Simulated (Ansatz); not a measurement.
**GeH3NO: two geometries relaxed**

All numbers below are computed with Ansatz 0.2.0 (RKS PBE0-D4/def2-SVP).

### Step 1. Starting point

Bond lengths: N1–Ge2 1.800 Å, Ge2–O3 1.765 Å, N1–H4 1.042 Å, N1–H5 1.075 Å, O3–H6 1.008 Å. Angles: N1–Ge2–O3 108.6°, Ge2–N1–H4 106.3°, Ge2–N1–H5 108.9°, H4–N1–H5 101.0°, Ge2–O3–H6 106.2°.

Structure file:

```xyz
6

N    -1.0513   -0.0944   -0.3643
Ge    0.6090   -0.7886   -0.4145
O     1.3936   -0.4827    1.1368
H    -1.4382   -0.1899   -1.3272
H    -0.9789    0.9745   -0.2783
H     1.5078    0.5171    1.2011
```

### Step 2. End point A

File input.yaml:

```yaml
crystal:
  periodic: [false, false, false]
  atoms:
    - { symbol: "N", position_ang: [-1.0513, -0.0944, -0.3643] }
    - { symbol: Ge, position_ang: [0.609, -0.7886, -0.4145] }
    - { symbol: O, position_ang: [1.3936, -0.4827, 1.1368] }
    - { symbol: H, position_ang: [-1.4382, -0.1899, -1.3272] }
    - { symbol: H, position_ang: [-0.9789, 0.9745, -0.2783] }
    - { symbol: H, position_ang: [1.5078, 0.5171, 1.2011] }
basis:
  gaussian: { orbitals: def2-SVP }
hamiltonian:
  xc: pbe0
  dispersion: d4
relax:
  f_tol: 0.015
  max_steps: 40
```

On the command line:

```bash
$ ansatz run input.yaml --threads 1 --pin off --max-ram 2048MiB --backend cpu --events-out ev --progress --plain --runs-dir out
```

What time and memory should one allow on 1 thread of Arm Neoverse N1, shared host?

About 49 s, with a peak of 0.14 GiB.
